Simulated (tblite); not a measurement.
# CH8O4S2Si2: the cost of one run

Computed with tblite 0.8.0 and PySCF 2.14.0, with density-fitted response routines of our own, on a single molecule in the gas phase. Atoms count from 0, in the outputs and in this text.

## (1) The molecule as given

17 atoms, charge 0, multiplicity 1; geometry from: force field or distance geometry start.

Bonds of the start (Å): O0–S1 1.51, S1–O2 1.49, S1–O3 1.69, S1–C4 1.79, C4–Si5 1.87, Si5–O6 1.72, Si5–Si7 2.22, Si7–S8 2.13, O3–H9 0.99, C4–H10 1.09, C4–H11 1.11, Si5–H12 1.48, O6–H13 1.00, Si7–H14 1.47, Si7–H15 1.48, S8–H16 1.41.

## (2) Optimising the geometry with GFN2-xTB

What the job is given:

```
{"job": {"kind": "relax", "xc": "GFN2-xTB", "basis": "xTB"}, "charge": 0, "multiplicity": 1}
O     -2.295000    -1.218400     1.236800
S     -2.386500    -0.198700     0.126500
O     -2.750800    -0.870700    -1.147600
O     -3.526600     0.973900     0.545400
C     -0.781800     0.575000    -0.007500
Si     0.531500    -0.667100    -0.480000
O      1.062000    -0.412100    -2.094700
Si     2.195400    -0.718600     0.988400
S      3.597300     0.872600     0.774800
H     -3.509100     1.712300    -0.117600
H     -0.497200     0.987900     0.963300
H     -0.815200     1.360700    -0.786400
H     -0.121800    -1.990200    -0.438600
H      1.360900     0.545000    -2.140500
H      1.659800    -0.612100     2.358500
H      2.897400    -2.011000     0.858600
H      3.372700     1.683600    -0.350400
```

Launch:

```bash
OMP_NUM_THREADS=1 python probes_run.py task.json out
```

This one command runs all jobs of the session in turn.

Q: Estimate the wall time of this first job on 1 thread of Arm Neoverse N1, shared host.

About 5.8 s.
